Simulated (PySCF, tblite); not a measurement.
**C8H13NSi: geometry, infrared bands and NMR shifts**

What infrared bands and NMR shifts should C8H13NSi (`c1ccn([SiH2]CC2CC2)c1`) show?

Computed with tblite 0.8.0 and PySCF 2.14.0, with density-fitted response routines of our own, on a single molecule in the gas phase. Atoms count from 0, in the outputs and in this text.

**1. Starting geometry**

23 atoms, charge 0, multiplicity 1; geometry from: force field or distance geometry start.

Bonds of the start (Å): C0–C1 1.42, C1–C2 1.36, C2–N3 1.37, N3–Si4 1.75, Si4–C5 1.88, C5–C6 1.50, C6–C7 1.51, C7–C8 1.50, N3–C9 1.38, C9–C0 1.38, C8–C6 1.52, C0–H10 1.08, C1–H11 1.09, C2–H12 1.09, Si4–H13 1.50, Si4–H14 1.50, C5–H15 1.09, C5–H16 1.10, C6–H17 1.09, C7–H18 1.09, C7–H19 1.08, C8–H20 1.07, C8–H21 1.08, C9–H22 1.07.

**2. Relaxing the molecule with GFN2-xTB**

Job settings and geometry (Å):

```
{"job": {"kind": "relax", "xc": "GFN2-xTB", "basis": "xTB"}, "charge": 0, "multiplicity": 1}
C      2.768300    -1.195100     0.622400
C      2.926200     0.108100     1.160800
C      2.180400     0.971500     0.420300
N      1.552800     0.248400    -0.566300
Si     0.451600     0.897300    -1.761900
C     -1.295600     1.027200    -1.081800
C     -1.943800    -0.272900    -0.712300
C     -3.083800    -0.274500     0.275500
C     -1.759000    -0.869300     0.668100
C      1.895900    -1.078800    -0.445800
H      3.211600    -2.112000     0.971200
H      3.539900     0.369900     2.023100
H      2.030700     2.047500     0.520200
H      0.451000     0.029800    -2.983100
H      0.912300     2.261300    -2.182600
H     -1.919400     1.518800    -1.821800
H     -1.265600     1.703800    -0.209900
H     -2.027700    -0.962900    -1.550500
H     -3.913000    -0.959100     0.095400
H     -3.382500     0.657400     0.738600
H     -1.691700    -1.938300     0.754500
H     -1.169600    -0.325400     1.397900
H      1.526200    -1.825600    -1.114800
```

Launch:

```bash
$ OMP_NUM_THREADS=1 python probes_run.py task.json out
```

One launch serves the whole session: the jobs run in the order shown.

**Question.** This job is followed by: GFN2-xTB harmonic vibrations, gas phase; GIAO PBE0/pcSseg-1 NMR shielding, non-relativistic, gas phase. Predict these results of the whole session: strongest single infrared mode (GFN2-xTB); zero-point energy (GFN2-xTB); ¹³C shifts against TMS (PBE0/pcSseg-1, means over atoms taken as alike); ¹H shifts against TMS (PBE0/pcSseg-1, means over atoms taken as alike); ¹⁵N shifts against NH3 (PBE0/pcSseg-1); ²⁹Si shifts against TMS (PBE0/pcSseg-1).

The runs gave:

| quantity | value |
| --- | --- |
| strongest single infrared mode (GFN2-xTB) | 2257 cm⁻¹, 355 km/mol |
| zero-point energy (GFN2-xTB) | 116.8 kcal/mol |
| ¹³C shifts against TMS (PBE0/pcSseg-1, means over atoms taken as alike) | 128.0, 117.7, 23.9, 8.8, 7.6 ppm |
| ¹H shifts against TMS (PBE0/pcSseg-1, means over atoms taken as alike) | 6.74, 6.60, 5.23, 0.67, 0.58, 0.29, -0.57 ppm |
| ¹⁵N shifts against NH3 (PBE0/pcSseg-1) | 173.3 ppm |
| ²⁹Si shifts against TMS (PBE0/pcSseg-1) | -24.8 ppm |

What this shows: Over 80 steps the energy fell by 0.135 eV; of the close pairs, Si4–H14 changed most, 1.500 to 1.464 Å. No mode is imaginary among the 63: a minimum at this level. The strongest single mode, at 2257 cm⁻¹, moves mainly H14. Unscaled tight-binding wavenumbers are off by several per cent, some by more. Its intensities can rank the bands wrongly. At PBE0/pcSseg-1: The widest tensor belongs to N3: span 205 ppm, with a paramagnetic part of -236 ppm. NICS(1)zz of -31 ppm above the planar ring from C0 marks a diatropic (aromatic) ring current.
